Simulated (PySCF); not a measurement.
# doublet CH2BrFO2Si+ at 3 levels

Wanted: a comparison of 3 runs (U-revPBE/def2-SVP, UB3LYP/def2-SVP, UBLYP/def2-SVP) of doublet CH2BrFO2Si+. Input form: a Python script.

Program for the calculation: PySCF 2.14.0.

1 further run of the same task is left out (it didn't finish).

## Step 1: The system as given

The species is CH2BrFO2Si+ (8 atoms), meant as a doublet with charge +1. SMILES of the parent species: `O=CO[SiH](F)Br`. Geometry: relaxed at PBE0-D4/def2-TZVP. This is one conformer, not always the lowest. That shape belongs to the parent species and isn't relaxed for this state.

Bond lengths: O1–C2 1.193 Å, C2–O3 1.341 Å, O3–Si4 1.667 Å, Si4–F5 1.580 Å, Si4–Br6 2.183 Å, C2–H7 1.098 Å, Si4–H8 1.466 Å. Angles: O1–C2–O3 124.2°, C2–O3–Si4 120.8°, O3–Si4–F5 103.0°, O3–Si4–Br6 110.9°, F5–Si4–Br6 108.7°, O1–C2–H7 125.0°, O3–C2–H7 110.8°, O3–Si4–H8 112.3°, F5–Si4–H8 109.4°, Br6–Si4–H8 112.1°.

## Step 2: A single-point energy at U-revPBE/def2-SVP (run 1)

Contents of input.py:

```python
from pyscf import gto, dft

mol = gto.M(
    atom='''
O     -0.126045    -2.625397     2.517115
C      1.719462    -1.797696     1.519340
O      1.686770    -0.033637    -0.298577
Si    -1.039160     1.141584    -1.354556
F     -0.196154     2.781677    -3.702162
Br    -2.751252     3.634888     1.450554
H      3.665880    -2.371039     1.954733
H     -2.785456    -0.838283    -2.192082
''',
    charge=1,
    verbose=3,
    spin=1,
    basis='def2-svp',
    unit='bohr',
    max_memory=1860,
)

mf = dft.UKS(mol, xc='revpbe')
mf.grids.level = 5
mf.conv_tol = 1e-10
mf.kernel()
if not mf.converged:
    mf = mf.newton().run(mf.mo_coeff, mf.mo_occ)

e_final = mf.e_tot
print('E(%s) = %.9f' % ('REVPBE', e_final))
```

On the command line:

```bash
$ OMP_NUM_THREADS=1 python input.py
```

The program printed:

```text
WARN: HOMO -0.312901003852501 >= LUMO -0.312901003852502

SCF not converged.
SCF energy = -3152.01682258736 after 50 cycles  <S^2> = 0.75235018  2S+1 = 2.0023488
converged SCF energy = -3152.01682258951  <S^2> = 0.75235028  2S+1 = 2.0023489
E(REVPBE) = -3152.016822590
```

Run time: 3.1 min. Hardware: 1 thread of Arm Neoverse V1, shared host; peak memory 0.92 GiB.

## Step 3: A single-point energy at UB3LYP/def2-SVP (run 2)

Contents of job.py:

```python
from pyscf import gto, dft

molecule = gto.M(
    atom=[
    ('O', (-0.066700, -1.389300, 1.332000)),
    ('C', (0.909900, -0.951300, 0.804000)),
    ('O', (0.892600, -0.017800, -0.158000)),
    ('Si', (-0.549900, 0.604100, -0.716800)),
    ('F', (-0.103800, 1.472000, -1.959100)),
    ('Br', (-1.455900, 1.923500, 0.767600)),
    ('H', (1.939900, -1.254700, 1.034400)),
    ('H', (-1.474000, -0.443600, -1.160000)),
],
    spin=1,
    basis='def2-svp',
    verbose=3,
    max_memory=1860,
    charge=1,
)

myscf = dft.UKS(molecule)
myscf.xc = 'b3lyp'
myscf.grids.level = 5
myscf.conv_tol = 1e-10
myscf.kernel()
if not myscf.converged:
    myscf = myscf.newton().run(myscf.mo_coeff, myscf.mo_occ)

etot = myscf.e_tot
print('E(%s) = %.9f' % ('B3LYP', etot))
```

On the command line:

```bash
$ OMP_NUM_THREADS=1 python job.py
```

The program printed:

```text
WARN: HOMO -0.339503044308342 >= LUMO -0.339503044308341

converged SCF energy = -3152.41757556056  <S^2> = 0.75572732  2S+1 = 2.0057191
E(B3LYP) = -3152.417575561
```

Wall time 2.8 min (1 thread of Arm Neoverse V1, shared host); peak memory 0.69 GiB.

## Step 4: A single-point energy at UBLYP/def2-SVP (run 3)

Contents of input.py:

```python
from pyscf import gto, dft

mol = gto.M(
    atom='''
O     -0.126045    -2.625397     2.517115
C      1.719462    -1.797696     1.519340
O      1.686770    -0.033637    -0.298577
Si    -1.039160     1.141584    -1.354556
F     -0.196154     2.781677    -3.702162
Br    -2.751252     3.634888     1.450554
H      3.665880    -2.371039     1.954733
H     -2.785456    -0.838283    -2.192082
''',
    spin=1,
    max_memory=1860,
    verbose=4,
    charge=1,
    basis='def2-svp',
    unit='bohr',
)

ks = dft.UKS(mol, xc='blyp')
ks.conv_tol = 1e-10
ks.grids.level = 5
ks.kernel()
if not ks.converged:
    ks = ks.newton().run(ks.mo_coeff, ks.mo_occ)

e_tot = ks.e_tot
print('Final energy', e_tot)
```

On the command line:

```bash
$ OMP_NUM_THREADS=1 python input.py
```

The program printed:

```text
PySCF version 2.14.0

[... 124 lines left out ...]
WARN: HOMO -0.488873694431748 >= LUMO -0.488379205705318
[... 20 lines left out ...]
WARN: HOMO -0.48940524546546 >= LUMO -0.488463478546952
[... 20 lines left out ...]
WARN: HOMO -0.489402299063663 >= LUMO -0.488482540436905
[... 20 lines left out ...]
WARN: HOMO -0.489402501084163 >= LUMO -0.488481901028219
[... 16 lines left out ...]
SCF not converged.
SCF energy = -3152.37462721157 after 50 cycles  <S^2> = 0.75225175  2S+1 = 2.0022505
[... 52 lines left out ...]
WARN: beta  nocc = 40  HOMO -0.489433716799346 >= LUMO -0.488466349272251

WARN: HOMO -0.489433716799346 >= LUMO -0.488466349272251

Initial guess E= -3152.37462721157  |g|= 0.000102513
macro= 0  E= -3152.37462722006  delta_E= -8.49377e-09  |g|= 0.000102513  1 KF 3 JK
macro= 1  E= -3152.37462722005  delta_E= 6.82121e-12  |g|= 1.97812e-06  1 KF 2 JK
Canonicalize SCF orbitals
macro X = 2  E=-3152.37462722005  |g|= 1.97812e-06  total 3 KF 8 JK
converged SCF energy = -3152.37462722005  <S^2> = 0.75225155  2S+1 = 2.0022503
Final energy -3152.3746272200524
```

Wall time 3.1 min (1 thread of Arm Neoverse V1, shared host); peak memory 0.92 GiB.

## Step 5: The series

```tsv
run	level	energy (Eh)	HOMO energy (eV)	LUMO energy (eV)	⟨S²⟩	wall time
1	U-revPBE/def2-SVP	-3152.016823	-13.47	-13.40	0.752	3.1 min
2	UB3LYP/def2-SVP	-3152.417576	-14.39	-13.21	0.756	2.8 min
3	UBLYP/def2-SVP	-3152.374627	-13.32	-13.29	0.752	3.1 min
```

## Step 6: Summary of results

| quantity | value |
| --- | --- |
| run 3: total energy | -3152.37463 Eh |
| run 3: HOMO energy (highest over α and β) | -13.32 eV |
| run 3: LUMO energy (lowest over α and β) | -13.29 eV |
| run 3: ⟨S²⟩ | 0.752 |

**Reading.** Totals of different functionals can't be ranked against each other. All runs together took 9 min, the longest 3.1 min.
